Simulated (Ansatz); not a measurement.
# Ge3P2: the cost of one run

Program: Ansatz 0.2.0. Level of theory: DFT PBE, scalar-relativistic, plane waves, PAW. These are calculated values, not measurements.

## 1. The starting structure

The structure is hexagonal, space group P-6m2 (No. 187). The conventional cell has a = 4.687 Å, b = 4.687 Å, c = 4.816 Å, α = 90.00°, β = 90.00°, γ = 120.00°. Ge (site symmetry mm2) has 2 P at 1.81 Å as nearest neighbours. Around P (site symmetry 3m) lie 3 Ge at 1.81 Å.

Structure file:

```cif
data_structure
_symmetry_space_group_name_H-M 'P-6m2'
_symmetry_Int_Tables_number 187
_cell_length_a 4.6871
_cell_length_b 4.6871
_cell_length_c 4.8165
_cell_angle_alpha 90.000
_cell_angle_beta 90.000
_cell_angle_gamma 120.000
_cell_volume 91.64
loop_
_atom_site_label
_atom_site_type_symbol
_atom_site_symmetry_multiplicity
_atom_site_Wyckoff_symbol
_atom_site_fract_x
_atom_site_fract_y
_atom_site_fract_z
_atom_site_occupancy
Ge1 Ge 3 k 0.50000 0.00000 0.50000 1
P1 P 2 i 0.66667 0.33333 0.25000 1
```

## 2. A loose first relaxation

Input file input.yaml:

```yaml
crystal:
  lattice:
    - [4.6870938282, 0.0, 0.0]
    - [-2.3435469141, 4.0591423251, 0.0]
    - [0.0, 0.0, 4.8164796181]
  atoms:
    - { symbol: Ge, position: [0.5, 0.0, 0.5] }
    - { symbol: Ge, position: [0.0, 0.5, 0.5] }
    - { symbol: Ge, position: [0.5, 0.5, 0.5] }
    - { symbol: P, position: [0.6666666667, 0.3333333333, 0.25] }
    - { symbol: P, position: [0.6666666667, 0.3333333333, 0.75] }
basis:
  ecutwfc: 420
kpoints:
  mp_grid: { grid: [6, 6, 4] }
hamiltonian:
  xc: pbe
scf:
  occupations: { method: gaussian, width: 0.1 }
  lower_state_search: "off"
output:
  forces: true
  stress: true
  eigenvalues: true
relax:
  adjacent_minimum: "off"
  f_tol: 0.04
  max_steps: 70
  cell: { stress_tol: 0.4 }
```

The run is started by

```console
$ ansatz run input.yaml --threads 1 --pin off --max-ram 2560MiB --backend cpu --events-out ev --progress --plain --runs-dir out
```

What time and memory should one allow on 1 thread of Intel Xeon Platinum 8259CL at 2.50GHz (Skylake/Cascade Lake), shared host?

About 3.5 min, with a peak of 0.53 GiB.
